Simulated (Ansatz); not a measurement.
# GaBHCl (triplet): trial inputs and their diagnosis at distance Ga2–Cl3 = 3.822 Å

4 inputs are run for GaBHCl (triplet) as typed; the log has to tell whether the result can be used and what must change.

The runs use Ansatz 0.2.0, Gaussian basis; the settings change from run to run.

40 further runs of the same task are left out: 1 for a known fault of the program, 34 that didn't finish, 5 set aside as unsound or not needed.

## 1. The geometry

The geometry derives from a PBE0/def2-TZVP stationary point (not a proven minimum). One bond is set to the value named and the two fragments are kept rigid. No spin-orbit coupling is included. The filled d shell of Ga may be among the frozen orbitals whatever the setting's name suggests; the logs give the count.

4 atoms, charge 0, spin multiplicity 3.

Atoms are counted from 1 here; the program's logs count them from 0.

Bond lengths: B1–Ga2 1.909 Å, B1–H4 1.183 Å. Angles: Ga2–B1–H4 148.6°.

Geometry (Å):

```xyz
4

B     0.0000   -0.2273    1.5989
Ga    0.0000    0.2137   -0.2580
Cl    0.0000   -0.1256   -4.0650
H     0.0000    0.1392    2.7241
```

## 2. Attempt 1

in.yaml reads:

```yaml
crystal:
  periodic: [false, false, false]
  atoms:
    - {symbol: B, position_ang: [0.000000, -0.227300, 1.598902]}
    - {symbol: Ga, position_ang: [0.000000, 0.213655, -0.258038]}
    - {symbol: Cl, position_ang: [0.000000, -0.125595, -4.064952]}
    - {symbol: H, position_ang: [0.000000, 0.139241, 2.724089]}
basis:
  gaussian: {orbitals: STO-3G}
magnetization: {spin_polarized: false, initial_magnetization: 2}
correlation: {method: sc_nevpt2, electrons: outside_noble_gas, active_space: {window: {electrons: 2, orbitals: 5}}}
output: {forces: true}
```

On the command line:

```sh
> ansatz run in.yaml --threads 1 --pin off --events-out ev --progress --plain --max-ram 2393MiB
```

Output:

```text
Functional definition: HF
  name "HF"
  cite "Fock, Z. Phys. 61, 126 (1930) doi:10.1007/BF01340294"
  parent pbe
  exchange = exact_x
  correlation = 0
341 factors; integrals over basis functions are off by at most 4.1e-5 eV
mean field evaluation 1: about -64764.7504 eV, gradient 1.8e1 eV
mean field evaluation 2: about -64764.7567 eV, gradient 1.8e1 eV
mean field evaluation 4: about -64766.6769 eV, gradient 1.3e1 eV
mean field evaluation 8: about -64766.8702 eV, gradient 3.3e0 eV
mean field evaluation 16: about -64768.7309 eV, gradient 2.6e-2 eV
mean field evaluation 32: about -64768.7972 eV, gradient 1.4e-2 eV
mean field evaluation 64: about -64772.1178 eV, gradient 5.3e-1 eV
mean field evaluation 96: about -64769.8478 eV, gradient 1.5e1 eV
mean field evaluation 128: about -64772.2680 eV, gradient 3.0e-4 eV
mean field evaluation 160: about -64772.3381 eV, gradient 2.1e-6 eV
mean field evaluation 192: about -64772.3154 eV, gradient 6.4e-1 eV
mean field evaluation 224: about -64772.3353 eV, gradient 2.4e-1 eV
mean field evaluation 256: about -64772.1808 eV, gradient 2.0e0 eV
mean field evaluation 288: about -64766.5834 eV, gradient 1.3e1 eV
mean field evaluation 320: about -64768.7969 eV, gradient 1.7e-1 eV
mean field -64772.33808017 eV, -2380.3395201786 hartree, gradient 1.2e-8 eV, S^2 2.000000; 19 other end points of the search recorded, 0 dependent functions left out
reference -64772.33808017 eV, -2380.3395201786 hartree; 28, 26 occupied and 5, 7 virtual orbitals, 341 factors
state -64772.33808089 eV, -2380.3395202051 hartree
state -64772.33808089 eV, -2380.3395202051 hartree; corrected -64773.95594199 eV, -2380.3989755037 hartree
state -64770.02078590 eV, -2380.2543611847 hartree
state -64770.02078590 eV, -2380.2543611847 hartree; corrected -64772.57537416 eV, -2380.3482405719 hartree
state -64772.33808089 eV, -2380.3395202051 hartree; corrected -64773.95594199 eV, -2380.3989755037 hartree
state -64768.79841204 eV, -2380.2094397739 hartree
state -64768.79841204 eV, -2380.2094397739 hartree; corrected -64769.89809348 eV, -2380.2498523215 hartree
state -64772.33808089 eV, -2380.3395202051 hartree; corrected -64773.95594199 eV, -2380.3989755037 hartree
WARN: 3 active orbitals are nearly empty or full. The corrections depend on them more than the energy does, and are more stable in an active space without them
the calculation of the forces begins
Error: an active orbital is full or empty, and SC-NEVPT2 has no forces then: leave it out of the active space
```

Run time: 38 s. Hardware: 1 thread of AMD EPYC 7R43, shared host.

**Diagnosis.** The run stopped with an error. It says: «an active orbital is full or empty, and SC-NEVPT2 has no forces then: leave it out of the active space». Cure: drop the forces, or choose an active space whose orbitals are all partly filled.

## 3. Attempt 2

in.yaml reads:

```yaml
crystal:
  periodic: [false, false, false]
  atoms:
    - {symbol: B, position_ang: [0.000000, -0.227300, 1.598902]}
    - {symbol: Ga, position_ang: [0.000000, 0.213655, -0.258038]}
    - {symbol: Cl, position_ang: [0.000000, -0.125595, -4.064952]}
    - {symbol: H, position_ang: [0.000000, 0.139241, 2.724089]}
basis:
  gaussian: {orbitals: cc-pVDZ}
magnetization: {spin_polarized: false, initial_magnetization: 2}
correlation: {method: fic_mrcisd_q, electrons: outside_noble_gas}
accuracy: high
```

Launched as before.

Output:

```text
Error: this correlation method needs an active space: name one as the reference
```

It took 0.06 s on 1 thread of AMD EPYC 7R43, shared host.

**Diagnosis.** The run was refused. This method needs an active space and has none. Fix: add an active_space block.

## 4. Attempt 3

in.yaml reads:

```yaml
crystal:
  periodic: [false, false, false]
  atoms:
    - {symbol: B, position_ang: [0.000000, -0.227300, 1.598902]}
    - {symbol: Ga, position_ang: [0.000000, 0.213655, -0.258038]}
    - {symbol: Cl, position_ang: [0.000000, -0.125595, -4.064952]}
    - {symbol: H, position_ang: [0.000000, 0.139241, 2.724089]}
basis:
  gaussian: {orbitals: cc-pVDZ}
magnetization: {spin_polarized: true, initial_magnetization: 10}
hamiltonian: {xc: {name: B3LYP}}
correlation: {method: ccsd, electrons: outside_noble_gas}
```

The command is unchanged.

Output (excerpt; [...] marks lines left out):

```text
Functional definition: B3LYP
  name "B3LYP"
  cite "Stephens, Devlin, Chabalowski & Frisch, J. Phys. Chem. 98, 11623 (1994) doi:10.1021/j100096a001"
  cite "Becke, Phys. Rev. A 38, 3098 (1988) doi:10.1103/PhysRevA.38.3098"
  cite "Lee, Yang & Parr, Phys. Rev. B 37, 785 (1988) doi:10.1103/PhysRevB.37.785"
  cite "Vosko, Wilk & Nusair, Can. J. Phys. 58, 1200 (1980) doi:10.1139/p80-159"
[...]
695 factors; integrals over basis functions are off by at most 7.1e-4 eV
[...]
mean field -65560.62798289 eV, -2409.3086397817 hartree, gradient 3.5e-10 eV, S^2 30.003185; 4 other end points of the search recorded, 0 dependent functions left out
20 core orbitals not correlated, not the lowest: weight in the atoms' cores, before any rotation towards them, 0.992 or more for the frozen orbitals, at most 0.003 for the correlated occupied ones
reference -65496.62448227 eV, -2406.9565545168 hartree; 12, 2 occupied and 32, 42 virtual orbitals, 695 factors
second order -3.60141549 eV of doubles, -0.13116114 eV of singles
cycle   1  -4.33982987 eV  change   -6.1e-1 eV  update   5.2e-2
[...]
cycle  10  -4.51867058 eV  change   -2.9e-6 eV  update   1.3e-5
Total energy: -65501.14315285 eV, -2407.1226125978 hartree
```

It took 20 s on 1 thread of AMD EPYC 7R43, shared host.

**Diagnosis.** The run converged, which proves nothing about the input. Far too many unpaired electrons are asked for. Its energy belongs to the state of multiplicity 11, not to the triplet that was meant. To mend it, set initial_magnetization to that of the wanted state.

## 5. Attempt 4

in.yaml reads:

```yaml
crystal:
  periodic: [false, false, false]
  atoms:
    - {symbol: B, position_ang: [0.000000, -0.227300, 1.598902]}
    - {symbol: Ga, position_ang: [0.000000, 0.213655, -0.258038]}
    - {symbol: Cl, position_ang: [0.000000, -0.125595, -4.064952]}
    - {symbol: H, position_ang: [0.000000, 0.139241, 2.724089]}
basis:
  gaussian: {orbitals: 6-31G}
magnetization: {spin_polarized: false, initial_magnetization: 2}
correlation: {active_space: {ras: {orbitals: [6, 2, 25], electrons: 11, max_holes: 2, max_particles: 2}, fixed_orbitals: true}}
```

Same command.

Output:

```text
Functional definition: HF
  name "HF"
  cite "Fock, Z. Phys. 61, 126 (1930) doi:10.1007/BF01340294"
  parent pbe
  exchange = exact_x
  correlation = 0
549 factors; integrals over basis functions are off by at most 2.8e-4 eV
mean field evaluation 1: about -65507.7219 eV, gradient 2.1e1 eV
mean field evaluation 2: about -65507.7450 eV, gradient 2.1e1 eV
mean field evaluation 4: about -65510.0714 eV, gradient 9.3e0 eV
mean field evaluation 8: about -65510.7408 eV, gradient 1.1e0 eV
mean field evaluation 16: about -65510.7740 eV, gradient 3.4e-3 eV
mean field evaluation 32: about -65509.8662 eV, gradient 9.8e-5 eV
mean field evaluation 64: about -65509.8662 eV, gradient 1.2e-5 eV
mean field evaluation 96: about -65506.4941 eV, gradient 2.5e1 eV
mean field evaluation 128: about -65509.8662 eV, gradient 3.7e-3 eV
mean field evaluation 160: about -65511.2228 eV, gradient 2.9e-2 eV
mean field evaluation 192: about -65511.0969 eV, gradient 1.4e0 eV
mean field evaluation 224: about -65511.2173 eV, gradient 2.3e-6 eV
mean field evaluation 256: about -65509.8661 eV, gradient 3.8e-2 eV
mean field evaluation 288: about -65511.0316 eV, gradient 2.4e-1 eV
mean field evaluation 320: about -65510.5895 eV, gradient 6.1e0 eV
mean field evaluation 352: about -65511.2228 eV, gradient 1.9e-2 eV
mean field evaluation 384: about -65511.2228 eV, gradient 3.6e-2 eV
mean field evaluation 416: about -65511.0552 eV, gradient 6.1e-1 eV
mean field evaluation 448: about -65510.2638 eV, gradient 8.5e0 eV
mean field evaluation 480: about -65508.5933 eV, gradient 4.7e0 eV
mean field evaluation 512: about -65510.6138 eV, gradient 3.0e0 eV
mean field -65511.22284541 eV, -2407.4930344671 hartree, gradient 1.2e-9 eV, S^2 2.000000; 22 other end points of the search recorded, 0 dependent functions left out
reference -65511.22284541 eV, -2407.4930344671 hartree; 28, 26 occupied and 25, 27 virtual orbitals, 549 factors
Error: 11 electrons in 33 orbitals form no window around the highest filled level of the reference
```

It took 20 s on 1 thread of AMD EPYC 7R43, shared host.

What is wrong: The run stopped with an error. The electron count of the restricted space is wrong. Fix: count the correlated electrons again.

## 6. How the runs ended

```tsv
attempt	level	ended	cause	time
1	NEVPT2(2,5)/STO-3G	stopped by an error	an active orbital is full or empty, and SC-NEVPT2 has no forces then: leave it out of the active space	38 s
2	'fic_mrcisd_q'/cc-pVDZ	refused	this method needs an active space and has none	0.06 s
3	CCSD/cc-pVDZ	converged	far too many unpaired electrons are asked for	20 s
4	CISD/6-31G	stopped by an error	the electron count of the restricted space is wrong	20 s
```

2 stopped by an error, 1 refused, 1 converged. The input that converges on a wrong geometry or spin is the dangerous one: no error points at it, so geometry and ⟨S²⟩ have to be checked.
